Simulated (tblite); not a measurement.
# C6H10N2Si: the cost of one run

The runs use tblite 0.8.0 and PySCF 2.14.0, with density-fitted response routines of our own; the level of theory stands in each step. All values are computed, except where a source is named. Atoms are numbered from 0 throughout.

### Step 1. Starting geometry

19 atoms, charge 0, multiplicity 1; geometry from: force field or distance geometry start.

Bonds of the start (Å): C0–C1 1.20, C1–Si2 1.83, Si2–N3 1.67, N3–C4 1.45, Si2–C5 1.83, C5–C6 1.34, C6–C7 1.50, C7–N8 1.47, N8–Si2 1.73, C0–H9 1.07, N3–H10 1.01, C4–H11 1.10, C4–H12 1.10, C4–H13 1.10, C5–H14 1.08, C6–H15 1.09, C7–H16 1.10, C7–H17 1.10, N8–H18 1.02.

### Step 2. Geometry optimisation with GFN2-xTB

What the job is given:

```
{"job": {"kind": "relax", "xc": "GFN2-xTB", "basis": "xTB"}, "charge": 0, "multiplicity": 1}
C      0.357100     1.940300     2.668000
C      0.241000     1.133800     1.781700
Si     0.099200    -0.110400     0.446200
N      1.508700    -0.583700    -0.319800
C      2.702900     0.221400    -0.445600
C     -1.117000    -1.465400     0.633900
C     -2.083200    -1.393700    -0.292600
C     -1.970000    -0.241800    -1.253400
N     -0.759700     0.528300    -0.913600
H      0.438700     2.662600     3.452900
H      1.211800    -0.887700    -1.240800
H      2.507200     1.127800    -1.033800
H      3.108900     0.510900     0.531800
H      3.482100    -0.350400    -0.977300
H     -1.019300    -2.205000     1.408700
H     -2.897300    -2.110400    -0.342600
H     -1.894100    -0.618600    -2.280000
H     -2.869700     0.380700    -1.189300
H     -1.057300     1.470400    -0.641900
```

The run is started by

```sh
$ OMP_NUM_THREADS=1 python probes_run.py task.json out
```

The driver reads the jobs from task.json and runs them one after another.

Q: Estimate the wall time and peak memory of this first job on 1 thread of Arm Neoverse N1, shared host.

About 1.4 s, with a peak of 0.18 GiB.
